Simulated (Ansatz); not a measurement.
# Sr3Mg: the cost of one run

All numbers are computed with Ansatz 0.2.0 through its Python package. The levels of theory stand in the script.

**1. The system**

The structure is cubic, space group Pm-3m (No. 221). The conventional cell has a = 5.650 Å, b = 5.650 Å, c = 5.650 Å, α = 90.00°, β = 90.00°, γ = 90.00°. Sr (site symmetry 4/mmm) has 8 Sr at 4.00 Å and 4 Mg at 4.00 Å as nearest neighbours. Mg (site symmetry m-3m) is surrounded by 12 Sr at 4.00 Å.

The script holds or builds the structure itself.

**2. Script**

paw_lapw_sr3mg.py

```python
# -*- coding: utf-8 -*-
"""PAW against all-electron LAPW for Sr3Mg."""

import ansatz as az
import numpy as np

FILLING = "cold"
XC = "pbesol"
KMESH = (4, 4, 4)


def count_gap(report):
    # lowest empty less highest filled band, counting bands; zero where they overlap
    return max(report.get("gap_by_band_count_ev") or 0.0, 0.0)


def main():
    sr3mg = (
        az.Lattice.of([5.65022, 0.0, 0.0], [0.0, 5.65022, 0.0], [0.0, 0.0, 5.65022])
        .atom("Sr", [0.5, 0.5, 0.0])
        .atom("Sr", [0.5, 0.0, 0.5])
        .atom("Sr", [0.0, 0.5, 0.5])
        .atom("Mg", [0.0, 0.0, 0.0])
    )

    setup = sr3mg.calculation()
    setup = setup.occupations(FILLING, width=50 * az.meV)
    setup = setup.functional(XC)
    setup = setup.kpoints(*KMESH, center="gamma").stress()
    setup = setup.forces()
    setup = setup.band_table()
    variants = {
        "PAW": setup.pseudopotentials("paw"),
        "LAPW": setup.pseudopotentials("all_electron", lapw=True),
    }
    # totals differ by the cores that each treatment holds, so compare what does not depend on them
    rows = []
    for label, variant in variants.items():
        data = variant.run().report
        levels = np.array(data["eigenvalues_ev"][0]) - data["fermi_energy_ev"]
        print(label, "levels at the first k-point near E_F:", np.round(levels[np.abs(levels) < 5], 3))
        rows.append((label, data["n_electrons"], np.trace(data["stress_gpa"]) / 3, count_gap(data)))
    print("     treatment  electrons in bands           P GPa  gap by band count eV")
    for row in rows:
        print(f"{str(row[0]):>14s}  {row[1]:18.1f}  {row[2]:14.3f}  {row[3]:20.3f}")


if __name__ == "__main__":
    main()
```

**3. What the engine is handed**

The engine receives this input (first run):

```yaml
crystal:
  lattice:
    - [5.65022, 0.0, 0.0]
    - [0.0, 5.65022, 0.0]
    - [0.0, 0.0, 5.65022]
  atoms:
    - { symbol: Sr, position: [0.5, 0.5, 0.0] }
    - { symbol: Sr, position: [0.5, 0.0, 0.5] }
    - { symbol: Sr, position: [0.0, 0.5, 0.5] }
    - { symbol: Mg, position: [0.0, 0.0, 0.0] }
kpoints:
  mp_grid:
    grid: [4, 4, 4]
    shift: [0.0, 0.0, 0.0]
hamiltonian:
  xc: pbesol
  pseudopotentials:
    kind: paw
scf:
  occupations:
    method: cold
    width: 0.05
output:
  forces: true
  stress: true
  eigenvalues: true
```

**4. Launch**

The run is started by

```
$ python paw_lapw_sr3mg.py
```

**Question.** How long does this script take on 1 thread of Intel Xeon 6975P-C (Granite Rapids), shared host, and how much memory does it need?

About 6.7 s, with a peak of 0.49 GiB.
